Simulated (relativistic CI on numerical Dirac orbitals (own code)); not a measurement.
# Mn: the cost of one run

Program: relativistic CI on numerical Dirac orbitals (own code) version 3. Level of theory: charge-transfer multiplet model of a cubic metal-ligand cluster with up to 1 ligand holes, Slater and spin-orbit integrals from Dirac-Coulomb-Breit ions, Slater integrals scaled by 0.8. These are calculated values, not measurements, unless marked.

## 1. What is computed

* ion: Mn⁴⁺ (Mn V)
* nuclear charge: 25
* electrons: 21
* d electrons: 3
* ligand holes at most: 1
* parameters: in eV; Veg, Vt2g hoppings, tenDq and tenDqL metal and ligand splittings (negative tenDq: tetrahedral), red the scaling of hopping with a core hole
* temperature: 300 K
* widths: Lorentz 0.4 eV, Gauss 0.3 eV

## 2. Delta = 0.9 eV

The run's settings:

```ini
cluster ion=Mn4+ d3 ligand_holes=1 slater_scale=0.8
Delta=0.9 Udd=6.6 Upd=8 tenDq=2 tenDqL=0.2 Veg=1.6 Vt2g=-0.87 red=1
spectrum xas L2,3 T=300 lorentz=0.4 gauss=0.3
```

Launch:

```bash
> python run_levels.py task.json out
```

One command runs all members of the session, one after another, from task.json.

What time and memory should one allow on 1 thread of Neoverse-V1, shared host?

About 3.1 s, with a peak of 0.2 GiB.
